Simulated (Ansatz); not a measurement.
C₂BrF₃, SMILES FC(F)(F)[C]Br, a single point in a Gaussian basis

With Ansatz 0.2.0, Python API.

The script reads `c2brf3.xyz`:
```text
6

F    -0.81550    0.50610    1.10420
C    -0.47390   -0.01310   -0.13090
F    -0.24310    1.02050   -1.01980
F    -1.51650   -0.78860   -0.59970
C     0.77010   -0.87660   -0.00470
Br    2.27900    0.15170    0.65100
```

Notebook, run cell by cell (the value of a cell's last expression is shown):

In [1]:
```python
from pathlib import Path

import ansatz
```

In [2]:
```python
molecule = ansatz.Crystal.molecule_from_extxyz("c2brf3.xyz")
```

In [3]:
```python
base = (
    molecule.calculation()
    .basis(gaussian="cc-pVDZ")
    .functional("cam_b3lyp")
    .spin("collinear", total=2)
    .orbitals()
)
out = base.run(threads=1, backend="cpu", runs_dir="runs")
summary = out.report
```

In [4]:
```python
summary["n_occupied"], summary["n_virtual"]
```
Out [4]:
```text
([38, 36], [59, 61])
```

In [5]:
```python
summary["published_state_doubts"]
```
Out [5]:
```text
[]
```

In [6]:
```python
sorted(key for key in summary if key.endswith("_ev"))
```
Out [6]:
```text
['free_energy_ev', 'reference_energy_ev']
```

In [7]:
```python
for key in ("converged", "free_energy_ev", "reference_energy_ev", "n_frozen", "n_occupied", "n_virtual"):
    print(f"{key:22s} {summary[key]}")
```
```text
converged              True
free_energy_ev         -80266.9328877006
reference_energy_ev    -80266.9328877006
n_frozen               0
n_occupied             [38, 36]
n_virtual              [59, 61]
```

In [8]:
```python
lines = Path(summary["orbitals_path"]).read_text().splitlines()
field_of = lambda key: [line.split("=")[1].strip() for line in lines if line.startswith(key)]
orbitals = [(27.211386 * float(e), s, float(n)) for e, s, n in zip(field_of("Ene="), field_of("Spin="), field_of("Occup="))]
homo = max(e for e, _, n in orbitals if n > 0.5)
lumo = min(e for e, _, n in orbitals if n < 0.5)
for e, spin, n in sorted(orbitals):
    if homo - 10 < e < lumo + 5:
        print(f"{spin:6s} {e:10.3f} eV  occupation {n:.0f}")
```
```text
Alpha     -18.254 eV  occupation 1
Alpha     -18.199 eV  occupation 1
Beta      -18.119 eV  occupation 1
Beta      -18.060 eV  occupation 1
Alpha     -16.164 eV  occupation 1
Beta      -15.128 eV  occupation 1
Alpha     -14.888 eV  occupation 1
Alpha     -14.830 eV  occupation 1
Beta      -14.729 eV  occupation 1
Beta      -14.696 eV  occupation 1
Alpha     -14.065 eV  occupation 1
Alpha     -14.046 eV  occupation 1
Beta      -13.943 eV  occupation 1
Beta      -13.921 eV  occupation 1
Alpha     -13.387 eV  occupation 1
Beta      -13.335 eV  occupation 1
Alpha     -12.998 eV  occupation 1
Beta      -12.511 eV  occupation 1
Alpha     -11.911 eV  occupation 1
Alpha     -11.747 eV  occupation 1
Beta      -10.784 eV  occupation 1
Beta      -10.742 eV  occupation 1
Alpha     -10.175 eV  occupation 1
Alpha      -8.883 eV  occupation 1
Beta       -3.315 eV  occupation 0
Beta       -1.407 eV  occupation 0
Alpha       0.205 eV  occupation 0
Beta        1.055 eV  occupation 0
```

Reading the output:
- These settings explore the input space; basis and method may be short of convergence.
- The geometry is a force-field or estimated start, not a minimum of this method, and the basis set is short of its limit.
- The species is open-shell (spin multiplicity 3).
- Levels such as HOMO and LUMO are orbital energies: with these approximate functionals they aren't the ionisation energy and electron affinity, and their gap isn't the fundamental gap.
- Run time: 7.9 s on 1 thread of Arm Neoverse V2, with other jobs on the host, peak memory 0.42 GiB.

(Lines on the test bed's own set-up are left out of the output.)
